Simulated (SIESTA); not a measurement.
# CoNiGe (P6_3/mmc) in SIESTA: runs at scaled volumes

Single points of CoNiGe at other volumes, in PBEsol.

All numbers are computed with SIESTA 5.4.2; they aren't measurements. Logs are shortened: lines on timing, memory, paths and dates and some standing lists are left out, and cuts for length are marked.

## 1. The crystal as given

Symmetry: P6_3/mmc, No. 194, hexagonal system. Conventional cell: a = 4.010 Å, b = 4.010 Å, c = 5.033 Å, α = 90.00°, β = 90.00°, γ = 120.00°. Ge (site symmetry -6m2) has 5 Co at 2.32 to 2.52 Å and 6 Ni at 2.64 Å as nearest neighbours. Around Ni (site symmetry -3m) lie 2 Ni at 2.52 Å and 6 Ge at 2.64 Å and 6 Co at 2.64 Å. Co (site symmetry -6m2) has 5 Ge at 2.32 to 2.52 Å and 6 Ni at 2.64 Å as nearest neighbours.

The cell comes from a database or a generator and needn't be the stable form of this composition.

## 2. Single point, PBEsol, collinear spin, ferromagnetic start, 10.98 Å³/atom

Contents of CoNiGe.fdf:

```
SystemName                      CoNiGe
SystemLabel                     CoNiGe
NumberOfSpecies                 3
NumberOfAtoms                   6
%block ChemicalSpeciesLabel
  1  32 Ge
  2  28 Ni
  3  27 Co
%endblock ChemicalSpeciesLabel

LatticeConstant                 1.0 Ang
%block LatticeVectors
     3.9283891788     0.0000000000     0.0000000000
    -1.9641945894     3.4020848249     0.0000000000
     0.0000000000     0.0000000000     4.9298092143
%endblock LatticeVectors
AtomicCoordinatesFormat         Fractional
%block AtomicCoordinatesAndAtomicSpecies
     0.3333333333     0.6666666667     0.2500000000  1  Ge
     0.6666666667     0.3333333333     0.7500000000  1  Ge
     0.0000000000     0.0000000000     0.5000000000  2  Ni
     0.0000000000     0.0000000000     0.0000000000  2  Ni
     0.3333333333     0.6666666667     0.7500000000  3  Co
     0.6666666667     0.3333333333     0.2500000000  3  Co
%endblock AtomicCoordinatesAndAtomicSpecies

%block kgrid.MonkhorstPack
    8   0   0  0.0
    0   8   0  0.0
    0   0   5  0.0
%endblock kgrid.MonkhorstPack
XC.Functional                   GGA
XC.Authors                      PBEsol
PAO.BasisSize                   DZP
PAO.EnergyShift                 0.003 Ry
Mesh.Cutoff                     800 Ry
Spin                            polarized
%block DM.InitSpin
    1   0.000
    2   0.000
    3   1.000
    4   1.000
    5   2.000
    6   2.000
%endblock DM.InitSpin
OccupationFunction              FD
ElectronicTemperature           0.05 eV
MaxSCFIterations                200
SCF.MustConverge                false
SCF.Mixer.Method                Pulay
SCF.Mixer.Weight                0.1
SCF.Mixer.History               10
SCF.DM.Tolerance                5.0e-05
SCF.H.Tolerance                 1.0e-03 eV
WriteForces                     true
Charge.Mulliken                 end
%block PAO.Basis
  Ge 4
  n=4 0 2
    5.960 0.000
  n=4 1 2
    8.130 0.000
  n=3 2 2
    3.189 0.000
  n=4 2 1
    8.130
  Ni 5
  n=3 0 2
    2.437 0.000
  n=4 0 2
    7.067 0.000
  n=3 1 2
    2.721 0.000
  n=4 1 1
    7.067
  n=3 2 2
    4.466 0.000
  Co 5
  n=3 0 2
    2.527 0.000
  n=4 0 2
    7.312 0.000
  n=3 1 2
    2.827 0.000
  n=4 1 1
    7.312
  n=3 2 2
    4.649 0.000
%endblock PAO.Basis
```

Potentials or basis: PseudoDojo 0.4 standard (PBEsol files), DZP (energy shift 0.003 Ry; two zetas on semicore shells).

The run is started by

```console
> siesta CoNiGe.fdf > CoNiGe.out 2>&1
```

CoNiGe.out:

```text
Version         : 5.4.2

[... 6 lines left out ...]
 NOTE: Please see the manual for full details and compatibility measures.

reinit: Reading from file CoNiGe.fdf

reinit: -----------------------------------------------------------------------
reinit: System Name: CoNiGe
reinit: -----------------------------------------------------------------------
reinit: System Label: CoNiGe
reinit: -----------------------------------------------------------------------

NOTE on units for spin output:
{S} is the spin magnetic moment, in units of the Bohr magneton,
assuming a g-factor for the electron spin of exactly 2.
The spin magnetic moment is then numerically equal to the charge inbalance,
in units of electrons, between the spin-up and -down channels.

initatom: Reading input for the pseudopotentials and atomic orbitals ----------
Species number:   1 Atomic number:   32 Label: Ge
Species number:   2 Atomic number:   28 Label: Ni
Species number:   3 Atomic number:   27 Label: Co

Ground state valence configuration (from tables):   4s02  4p02  4d00  4f00
Ground state valence configuration (from tables):   4s02  4p00  3d08  4f00
Ground state valence configuration (from tables):   4s02  4p00  3d07  4f00

---- Processing specs for species: Ge
Reading pseudopotential information in PSML from:
  Ge.psml
PSML file version: 1.1
Using libxc ids:  116 133
GGA--PBEsol XC_GGA_X_PBE_SOL--XC_GGA_C_PBE_SOL ps
Semicore shell(s) with 10 electrons included in the valence for Ge

---- Processing specs for species: Ni
Reading pseudopotential information in PSML from:
  Ni.psml
PSML file version: 1.1
Using libxc ids:  116 133
GGA--PBEsol XC_GGA_X_PBE_SOL--XC_GGA_C_PBE_SOL ps
Semicore shell(s) with  8 electrons included in the valence for Ni

---- Processing specs for species: Co
Reading pseudopotential information in PSML from:
  Co.psml
PSML file version: 1.1
Using libxc ids:  116 133
GGA--PBEsol XC_GGA_X_PBE_SOL--XC_GGA_C_PBE_SOL ps
Semicore shell(s) with  8 electrons included in the valence for Co

---- Pseudopotential check for Ge

Pseudized shells:
4s( 2.00) rc: 1.90
4p( 2.00) rc: 1.80
3d(10.00) rc: 1.90
Valence configuration for ps generation: 3d:4s:4p: Total charge:  14.000000
Semicore shell(s): 3d

---- Pseudopotential check for Ni

Pseudized shells:
3s( 2.00) rc: 1.25
3p( 6.00) rc: 1.35
3d( 8.00) rc: 1.65
Valence configuration for ps generation: 3s:3p:3d:4s: Total charge:  18.000000
Semicore shell(s): 3s 3p

---- Pseudopotential check for Co

Pseudized shells:
3s( 2.00) rc: 1.25
3p( 6.00) rc: 1.32
3d( 7.00) rc: 1.65
Valence configuration for ps generation: 3s:3p:3d:4s: Total charge:  17.000000
Semicore shell(s): 3s 3p
For Ge, standard SIESTA heuristics set lmxkb to 3
 (one more than the basis l, including polarization orbitals).
Use PS.lmax or PS.KBprojectors blocks to override.
For Ni, standard SIESTA heuristics set lmxkb to 3
 (one more than the basis l, including polarization orbitals).
Use PS.lmax or PS.KBprojectors blocks to override.
For Co, standard SIESTA heuristics set lmxkb to 3
[... 928 lines left out ...]
siesta:          80.70516346         80.70696573  kBar

Basis Enthalpy Calculation:
    Basis Pressure for species 1(Ge) :      0.2000000 GPa
    Basis Pressure for species 2(Ni) :      0.2000000 GPa
    Basis Pressure for species 3(Co) :      0.2000000 GPa

    Orbital volume contribution        =           5.543758 eV
    (Free)E + p_basis*V_orbitals       =      -22289.595917 eV
    (Free)Eharris+ p_basis*V_orbitals  =      -22289.595917 eV

mulliken: Atomic and Orbital Populations:

mulliken: Spin UP

Species: Ge
Atom  Qatom  Qorb
               4s      4s      4py     4pz     4px     4py     4pz     4px
               3dxy    3dyz    3dz2    3dxz    3dx2-y2 3dxy    3dyz    3dz2
               3dxz    3dx2-y2 4dxy    4dyz    4dz2    4dxz    4dx2-y2
   1  7.531   0.389   0.175   0.550   0.432   0.550  -0.005   0.022  -0.005
              0.993   0.992   0.989   0.992   0.993   0.010   0.012   0.012

              0.012   0.010   0.094   0.064   0.090   0.064   0.094
   2  7.531   0.389   0.175   0.550   0.432   0.550  -0.005   0.022  -0.005
              0.993   0.992   0.989   0.992   0.993   0.010   0.012   0.012

              0.012   0.010   0.094   0.064   0.090   0.064   0.094

Species: Ni
Atom  Qatom  Qorb
               3s      3s      4s      4s      3py     3pz     3px     3py
               3pz     3px     4py     4pz     4px     3dxy    3dyz    3dz2
               3dxz    3dx2-y2 3dxy    3dyz    3dz2    3dxz    3dx2-y2
   3  8.842   0.954   0.010   0.192  -0.088   0.991   0.990   0.991   0.015
              0.014   0.015   0.152   0.126   0.152   0.985   0.959   0.988

              0.959   0.985  -0.111  -0.105  -0.114  -0.105  -0.111
   4  8.842   0.954   0.010   0.192  -0.088   0.991   0.990   0.991   0.015
              0.014   0.015   0.152   0.126   0.152   0.985   0.959   0.988

              0.959   0.985  -0.111  -0.105  -0.114  -0.105  -0.111

Species: Co
Atom  Qatom  Qorb
               3s      3s      4s      4s      3py     3pz     3px     3py
               3pz     3px     4py     4pz     4px     3dxy    3dyz    3dz2
               3dxz    3dx2-y2 3dxy    3dyz    3dz2    3dxz    3dx2-y2
   5  8.126   0.957   0.011  -0.335   0.165   0.993   0.992   0.993   0.013
              0.015   0.013   0.118   0.126   0.118   0.938   0.925   0.906

              0.925   0.938  -0.146  -0.135  -0.125  -0.135  -0.146
   6  8.126   0.957   0.011  -0.335   0.165   0.993   0.992   0.993   0.013
              0.015   0.013   0.118   0.126   0.118   0.938   0.925   0.906

              0.925   0.938  -0.146  -0.135  -0.125  -0.135  -0.146

mulliken: Qtot =       49.000

mulliken: Spin DOWN

Species: Ge
Atom  Qatom  Qorb
               4s      4s      4py     4pz     4px     4py     4pz     4px
               3dxy    3dyz    3dz2    3dxz    3dx2-y2 3dxy    3dyz    3dz2
               3dxz    3dx2-y2 4dxy    4dyz    4dz2    4dxz    4dx2-y2
   1  7.531   0.389   0.175   0.550   0.432   0.550  -0.005   0.022  -0.005
              0.993   0.992   0.989   0.992   0.993   0.010   0.012   0.012

              0.012   0.010   0.094   0.064   0.090   0.064   0.094
   2  7.531   0.389   0.175   0.550   0.432   0.550  -0.005   0.022  -0.005
              0.993   0.992   0.989   0.992   0.993   0.010   0.012   0.012

              0.012   0.010   0.094   0.064   0.090   0.064   0.094

Species: Ni
Atom  Qatom  Qorb
               3s      3s      4s      4s      3py     3pz     3px     3py
               3pz     3px     4py     4pz     4px     3dxy    3dyz    3dz2
               3dxz    3dx2-y2 3dxy    3dyz    3dz2    3dxz    3dx2-y2
   3  8.843   0.954   0.010   0.192  -0.088   0.991   0.990   0.991   0.015
              0.014   0.015   0.152   0.126   0.152   0.985   0.959   0.988

              0.959   0.985  -0.111  -0.105  -0.114  -0.105  -0.111
   4  8.843   0.954   0.010   0.192  -0.088   0.991   0.990   0.991   0.015
              0.014   0.015   0.152   0.126   0.152   0.985   0.959   0.988

              0.959   0.985  -0.111  -0.105  -0.114  -0.105  -0.111

Species: Co
Atom  Qatom  Qorb
               3s      3s      4s      4s      3py     3pz     3px     3py
               3pz     3px     4py     4pz     4px     3dxy    3dyz    3dz2
               3dxz    3dx2-y2 3dxy    3dyz    3dz2    3dxz    3dx2-y2
   5  8.126   0.957   0.011  -0.335   0.165   0.993   0.992   0.993   0.013
              0.015   0.013   0.118   0.126   0.118   0.938   0.925   0.906

              0.925   0.938  -0.146  -0.135  -0.125  -0.135  -0.146
   6  8.126   0.957   0.011  -0.335   0.165   0.993   0.992   0.993   0.013
              0.015   0.013   0.118   0.126   0.118   0.938   0.925   0.906

              0.925   0.938  -0.146  -0.135  -0.125  -0.135  -0.146

mulliken: Qtot =       49.000

Mulliken Atomic Populations:
Atom #   charge [q] valence [e]      Sz [e]  Species
     1    -1.062527   15.062527   -0.000079  Ge
     2    -1.062527   15.062527   -0.000079  Ge
     3     0.314734   17.685266   -0.000328  Ni
     4     0.314734   17.685266   -0.000328  Ni
     5     0.747791   16.252209    0.000281  Co
     6     0.747795   16.252205    0.000280  Co
 Total    -0.000000               -0.000254

Job completed
```

Wall time 11 min (1 thread of Intel Xeon Platinum 8488C (Sapphire Rapids), shared host); peak memory 0.64 GiB.

What came out:

```
Free energy            : -22295.1397 eV
Pressure               : 8.1 GPa
Band gap on the k mesh : none (metal or under the smearing width)
Net moment             : 0.00 μB per cell
```

Caveat: the starting moments collapsed, and a magnetic state may lie lower; short orbitals over semicore shells can move pressures by several GPa; the basis of atomic orbitals isn't converged, which shifts pressures, moduli and gaps.
